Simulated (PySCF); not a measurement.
# C4H10Si: the cost of one run

The runs use PySCF 2.14.0, with density-fitted response routines of our own; the level of theory stands in each step. All values are computed, except where a source is named. Atoms count from 0, in the outputs and in this text.

### 1 Starting geometry

15 atoms, charge 0, multiplicity 1; geometry from: PBE0-D3(BJ)/def2-SVP.

Bonds of the start (Å): C0–C1 1.34, C1–C2 1.49, C2–Si3 1.90, Si3–C4 1.88, C0–H5 1.10, C0–H6 1.09, C1–H7 1.10, C2–H8 1.10, C2–H9 1.10, Si3–H10 1.50, Si3–H11 1.50, C4–H12 1.10, C4–H13 1.10, C4–H14 1.10.

### 2 Nuclear shieldings: PBE0/6-31G*

Job settings and geometry (Å):

```
{"job": {"kind": "nmr", "xc": "PBE0", "basis": "6-31G*", "pop": true}, "charge": 0, "multiplicity": 1}
C      2.116825    -0.464090    -1.087138
C      1.738148    -0.139739     0.152494
C      0.769792     0.933592     0.520273
Si    -0.933641     0.219714     0.964567
C     -1.671441    -0.691109    -0.500912
H      1.754484     0.088269    -1.960513
H      2.808907    -1.289470    -1.272297
H      2.134377    -0.731436     0.988284
H      0.631921     1.648264    -0.308856
H      1.127440     1.507632     1.392121
H     -1.832258     1.340653     1.391174
H     -0.778072    -0.711758     2.127991
H     -2.639557    -1.145989    -0.242239
H     -0.990030    -1.489169    -0.834082
H     -1.831075    -0.004685    -1.347179
```

Level: GIAO PBE0/6-31G* NMR shielding, non-relativistic, gas phase.

The run is started by

```sh
> OMP_NUM_THREADS=1 python probes_run.py task.json out
```

The driver reads the jobs from task.json and runs them one after another.

Q: Estimate the wall time and peak memory of this first job on 1 thread of Arm Neoverse V1, shared host.

About 9.6 s, with a peak of 0.56 GiB.
